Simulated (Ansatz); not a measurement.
**CH4AlI: functionals against CCSD(T) at one geometry**

The atoms stand at a structure displaced at random from a GFN2-xTB minimum. How far do the functionals agree with CCSD(T) there?

Computed with Ansatz 0.2.0, Gaussian basis. Level: single points in def2-TZVPP.

Cores are frozen in the correlated methods. Filled d shells of the heavier atoms are correlated. Core potentials replace the inner electrons past krypton, and spin-orbit coupling is left out.

### Step 1. The system as given

SMILES `[CH3][AlH][I]`, 7 atoms, charge 0, spin multiplicity 1.

Atoms are counted from 1 here; the program's logs count them from 0.

Bond lengths: C1–Al2 1.856 Å, C1–H4 1.233 Å, C1–H5 1.300 Å, C1–H6 0.913 Å, Al2–I3 2.379 Å, Al2–H7 1.572 Å. Angles: Al2–C1–H4 111.5°, Al2–C1–H5 100.2°, Al2–C1–H6 111.1°, H4–C1–H5 101.5°, H4–C1–H6 111.6°, H5–C1–H6 120.0°, C1–Al2–I3 132.4°, C1–Al2–H7 116.9°, I3–Al2–H7 106.9°.

Geometry (Å):

```xyz
7

C    -0.68790    0.43950   -0.41590
Al    0.81640   -0.29430    0.38640
I     1.09900   -2.08230    1.93070
H    -0.76250    1.65350   -0.21170
H    -1.61510   -0.01420    0.37400
H    -0.71280    0.24590   -1.30760
H     2.18180   -0.13000   -0.37590
```

### Step 2. CCSD(T)/def2-TZVPP

Input file run/in.yaml:

```yaml
crystal:
  periodic: [false, false, false]
  atoms:
    - {symbol: C, position_ang: [-0.687900, 0.439500, -0.415900]}
    - {symbol: Al, position_ang: [0.816400, -0.294300, 0.386400]}
    - {symbol: I, position_ang: [1.099000, -2.082300, 1.930700]}
    - {symbol: H, position_ang: [-0.762500, 1.653500, -0.211700]}
    - {symbol: H, position_ang: [-1.615100, -0.014200, 0.374000]}
    - {symbol: H, position_ang: [-0.712800, 0.245900, -1.307600]}
    - {symbol: H, position_ang: [2.181800, -0.130000, -0.375900]}
basis:
  gaussian: {orbitals: def2-TZVPP}
correlation: {method: ccsd_t}
```

Started as:

```console
$ ansatz run in.yaml --threads 8 --pin off --events-out ev --progress --plain --max-ram 10444MiB
```

### Step 3. PBE0-D4/def2-TZVPP

Edit run/in.yaml of step 2 so:

```diff
@@ -12,2 +12,3 @@
   gaussian: {orbitals: def2-TZVPP}
-correlation: {method: ccsd_t}
+hamiltonian: {xc: pbe0, dispersion: d4}
+output: {forces: true, orbitals: {seedname: orbitals}}
```

### Step 4. wB97M-V/def2-TZVPP

Edit run/in.yaml of step 3 so:

```diff
@@ -12,3 +12,3 @@
   gaussian: {orbitals: def2-TZVPP}
-hamiltonian: {xc: pbe0, dispersion: d4}
-output: {forces: true, orbitals: {seedname: orbitals}}
+hamiltonian: {xc: {name: wB97M-V}}
+output: {forces: true}
```

### Step 5. r2SCAN-D4/def2-TZVPP

Edit run/in.yaml of step 4 so:

```diff
@@ -12,3 +12,3 @@
   gaussian: {orbitals: def2-TZVPP}
-hamiltonian: {xc: {name: wB97M-V}}
+hamiltonian: {xc: r2scan, dispersion: d4}
 output: {forces: true}
```

### Step 6. PBE-D4/def2-TZVPP

Edit run/in.yaml of step 5 so:

```diff
@@ -12,3 +12,3 @@
   gaussian: {orbitals: def2-TZVPP}
-hamiltonian: {xc: r2scan, dispersion: d4}
+hamiltonian: {xc: pbe, dispersion: d4}
 output: {forces: true}
```

### Step 7. HSE06-D4/def2-TZVPP

Edit run/in.yaml of step 6 so:

```diff
@@ -12,3 +12,3 @@
   gaussian: {orbitals: def2-TZVPP}
-hamiltonian: {xc: pbe, dispersion: d4}
+hamiltonian: {xc: hse06, dispersion: d4}
 output: {forces: true}
```

### Step 8. BLYP-D4/def2-TZVPP

Edit run/in.yaml of step 7 so:

```diff
@@ -12,3 +12,3 @@
   gaussian: {orbitals: def2-TZVPP}
-hamiltonian: {xc: hse06, dispersion: d4}
+hamiltonian: {xc: {name: BLYP}, dispersion: d4}
 output: {forces: true}
```

(Steps that only read results are left out.)

**Question.** What will these runs give? Wanted: energy less free atoms, CCSD(T)/def2-TZVPP; RMS force component; HOMO and LUMO, PBE0-D4; T1 diagnostic.

**Answer**, as computed:

| quantity | value |
| --- | --- |
| energy less free atoms, CCSD(T)/def2-TZVPP | -1961.1 kJ/mol |
| RMS force component | 3.923 to 4.041 eV/Å over the methods |
| HOMO and LUMO, PBE0-D4 | -7.42 and -1.49 eV |
| T1 diagnostic | 0.009 |

In words: Against CCSD(T) the functionals' energies less atoms differ by -56.4 to -14.1 kJ/mol, PBE-D4 by -52.7 kJ/mol. A larger basis would deepen the CCSD(T) value, while the functionals are nearly converged already, so the order here is not reliable. No sound CCSD(T) forces are at hand. Among the functionals the RMS force differs by up to 3 %.
